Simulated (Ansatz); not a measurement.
# Al₂H₂Cl₄: one species, many methods

An exercise on one series of results from a longer session: the logs are not shown, and one member is left open.

The runs use Ansatz 0.2.0, Gaussian basis; functionals in def2-TZVPP, the program's frozen cores in correlated methods.

The runs, in order: LDA (SPW92), PBE-D4, revPBE-D4, BLYP-D4, r2SCAN-D4, B97M-V, PBE0-D4, B3LYP-D4, r2SCANh-D4, r2SCAN0-D4, HSE06-D4, BHLYP-D4, CAM-B3LYP-D4, LC-ωPBE, ωB97X-V, ωB97M-V, B2PLYP, PBE-QIDH; CCSD(T)/def2-SVP; CCSD(T)/def2-TZVPP; MP2/def2-QZVPP; extrapolation to the limit; RPA on PBE.

## The relaxed structure

An earlier PBE0-D4 in a triple-zeta def2 set relaxation fixed the geometry.

8 atoms, charge 0, spin multiplicity 1.

Atoms are counted from 1 here; the program's logs count them from 0.

Bond lengths: Cl1–Al2 2.088 Å, Al2–Cl3 2.283 Å, Al2–Cl6 2.283 Å, Al2–H7 1.562 Å, Cl3–Al4 2.283 Å, Al4–Cl5 2.088 Å, Al4–Cl6 2.283 Å, Al4–H8 1.562 Å. Angles: Cl1–Al2–Cl3 108.7°, Cl1–Al2–Cl6 108.7°, Cl1–Al2–H7 123.6°, Cl3–Al2–Cl6 90.9°, Cl3–Al2–H7 110.0°, Cl6–Al2–H7 110.0°, Al2–Cl3–Al4 89.1°, Cl3–Al4–Cl5 108.7°, Cl3–Al4–Cl6 90.9°, Cl3–Al4–H8 110.0°, Cl5–Al4–Cl6 108.7°, Cl5–Al4–H8 123.6°, Cl6–Al4–H8 110.0°, Al2–Cl6–Al4 89.1°.

As a file:

```mol
Al2Cl4H2
  3D, bonds by distance, orders not assigned

  8  8  0  0  0  0  0  0  0  0999 V2000
    1.7337    0.4483   -2.4863 Cl  0  0
    1.5205    0.3089   -0.4136 Al  0  0
    0.3580   -1.5937    0.0775 Cl  0  0
   -1.4379   -0.3043    0.6468 Al  0  0
   -2.9064   -0.5132   -0.8232 Cl  0  0
   -0.2491    1.5998    0.2300 Cl  0  0
    2.7035    0.4857    0.5912 H   0  0
   -1.7224   -0.4314    2.1775 H   0  0
  1  2  8  0
  2  3  8  0
  3  4  8  0
  4  5  8  0
  4  6  8  0
  2  7  8  0
  4  8  8  0
  2  6  8  0
M  END
```

The first run:

in.yaml

```yaml
crystal:
  periodic: [false, false, false]
  atoms:
    - {symbol: Cl, position_ang: [1.733726, 0.448329, -2.486273]}
    - {symbol: Al, position_ang: [1.520538, 0.308851, -0.413579]}
    - {symbol: Cl, position_ang: [0.358046, -1.593696, 0.077480]}
    - {symbol: Al, position_ang: [-1.437907, -0.304290, 0.646764]}
    - {symbol: Cl, position_ang: [-2.906434, -0.513249, -0.823180]}
    - {symbol: Cl, position_ang: [-0.249099, 1.599758, 0.229991]}
    - {symbol: H, position_ang: [2.703513, 0.485722, 0.591244]}
    - {symbol: H, position_ang: [-1.722383, -0.431434, 2.177542]}
basis:
  gaussian: {orbitals: def2-TZVPP}
hamiltonian: {xc: lda}
output: {orbitals: {seedname: orbitals}}
```

Run with:

```sh
$ ansatz run in.yaml --threads 4 --pin off --events-out ev --progress --plain --max-ram 10444MiB
```

Steps of the session up to this table: LDA; PBE-D4 (GGA); revPBE-D4 (GGA); BLYP-D4 (GGA); r2SCAN-D4 (meta-GGA); B97M-V (meta-GGA); PBE0-D4 (hybrid); B3LYP-D4 (hybrid); r2SCANh-D4 (hybrid); r2SCAN0-D4 (hybrid); HSE06-D4 (hybrid); BHLYP-D4 (hybrid); CAM-B3LYP-D4 (range-separated); LC-ωPBE (range-separated); ωB97X-V (range-separated); ωB97M-V (range-separated); B2PLYP (double hybrid); PBE-QIDH (double hybrid).

One table of the session follows, with a row left open; its other results are not shown here.

It belongs to the step «Orbital energies across the functionals». 

| functional | HOMO (eV) | gap (eV) |
| --- | --- | --- |
| LDA (SPW92) | -7.87 | 6.02 |
| PBE-D4 | -7.76 | 6.22 |
| revPBE-D4 | -7.72 | 6.32 |
| BLYP-D4 | -7.61 | 6.24 |
| r2SCAN-D4 | -8.13 | 6.97 |
| B97M-V | -8.21 | 6.96 |
| PBE0-D4 | -9.13 | 8.37 |
| B3LYP-D4 | -8.87 | 7.95 |
| r2SCANh-D4 | -8.63 | 7.72 |
| r2SCAN0-D4 | -9.37 | 8.84 |
| HSE06-D4 | ? | ? |
| BHLYP-D4 | -10.37 | 10.47 |
| CAM-B3LYP-D4 | -10.49 | 10.73 |
| LC-ωPBE | -11.92 | 13.26 |
| ωB97X-V | -11.55 | 12.76 |
| ωB97M-V | -11.34 | 12.28 |

Estimate the missing values for HSE06-D4.

**Answer.** HOMO (eV): -8.72; gap (eV): 7.60. In the column «HOMO (eV)» it lies between B3LYP-D4 (-8.87) and r2SCANh-D4 (-8.63).
